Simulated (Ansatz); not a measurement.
## Lu, space group P6_3/mmc: an equation of state with a fit, step by step

With the Python package of Ansatz (0.2.0).

Typed at the interpreter:
```pycon
>>> import warnings
>>> import ansatz as az
>>> import numpy as np
>>> from pymatgen.analysis.eos import EOS
>>> VECTORS = np.array([
...     [3.5031, 0.0, 0.0],
...     [-1.75155, 3.03377359, 0.0],
...     [0.0, 0.0, 5.5509],
... ])
>>> SITES = [
...     ("Lu", (1 / 3, 2 / 3, 0.25)),
...     ("Lu", (2 / 3, 1 / 3, 0.75)),
... ]
>>> def crystal_on(cell):
...     crystal = az.Crystal(lattice=az.Lattice.of(cell))
...     for symbol, position in SITES:
...         crystal = crystal.atom(symbol, position)
...     return crystal
...
>>> warnings.simplefilter("ignore", az.DeckWarning)
>>> # uniform scaling of the cell
>>> volumes, energies, pressures = [], [], []
>>> for scale in np.linspace(0.9, 1.1, 9):
...     cell = VECTORS * scale ** (1 / 3)
...     model = (
...         crystal_on(cell).calculation()
...         .functional(az.Functional.PBE)
...         .pseudopotentials("paw")
...         .occupations("Marzari-Vanderbilt", width=0.1)  # the run then minimises F = E - TS
...         .basis(500)
...         .kpoints(10, 10, 5)
...         .stress()
...     )
...     report = model.run(threads=1).report
...     volumes.append(abs(np.linalg.det(cell)) / len(SITES))
...     energies.append(report["free_energy_ev"] / len(SITES))
...     pressures.append(np.trace(report["stress_gpa"]) / 3)
...     print(f"V = {volumes[-1]:8.4f} A^3/atom  F = {energies[-1]:.5f} eV/atom  P = {pressures[-1]:8.3f} GPa")
...
V =  26.5468 A^3/atom  F = -14732.38343 eV/atom  P =    4.931 GPa
V =  27.2842 A^3/atom  F = -14732.40233 eV/atom  P =    3.315 GPa
V =  28.0216 A^3/atom  F = -14732.41421 eV/atom  P =    1.873 GPa
V =  28.7590 A^3/atom  F = -14732.41982 eV/atom  P =    0.589 GPa
V =  29.4964 A^3/atom  F = -14732.41984 eV/atom  P =   -0.557 GPa
V =  30.2338 A^3/atom  F = -14732.41487 eV/atom  P =   -1.585 GPa
V =  30.9712 A^3/atom  F = -14732.40541 eV/atom  P =   -2.510 GPa
V =  31.7086 A^3/atom  F = -14732.39191 eV/atom  P =   -3.345 GPa
V =  32.4460 A^3/atom  F = -14732.37474 eV/atom  P =   -4.100 GPa
>>> for form in ["pourier_tarantola", "murnaghan", "vinet"]:
...     fit = EOS(eos_name=form).fit(volumes, energies)
...     print(f"{form:18s} V0 {fit.v0:8.4f} A^3/atom  B0 {fit.b0_GPa:7.1f} GPa  B1 {fit.b1:5.2f}")
...
pourier_tarantola  V0  29.1290 A^3/atom  B0    45.4 GPa  B1  3.33
murnaghan          V0  29.1282 A^3/atom  B0    45.3 GPa  B1  3.37
vinet              V0  29.1289 A^3/atom  B0    45.4 GPa  B1  3.34
```

A third-order Birch-Murnaghan fit through the 9 points has its minimum at 29.13 Å³ an atom, 1.2 % below the typed cell, with a bulk modulus of 45 GPa and dB/dP = 3.3. From that minimum the energy rises by 37.1 meV an atom on the compressed side and 45.8 meV on the expanded side.

Caveats:
- Absolute energies stand on the zero of these potentials, so only differences at equal settings mean something.
- Shape and fractional positions are held along the curve, so the bulk modulus is an upper value where they are free to relax, by a factor of two or more in layered or hydrogen-bonded cells.
- For a metal this k-point mesh is coarse: on a finer one energies can move by several to tens of meV an atom and pressures by half a GPa or more, differences at one mesh by less.
- Pressure is positive in compression.
- Finished in 47 s on 1 thread of Arm Neoverse V1 (shared host), peak memory 0.53 GiB.
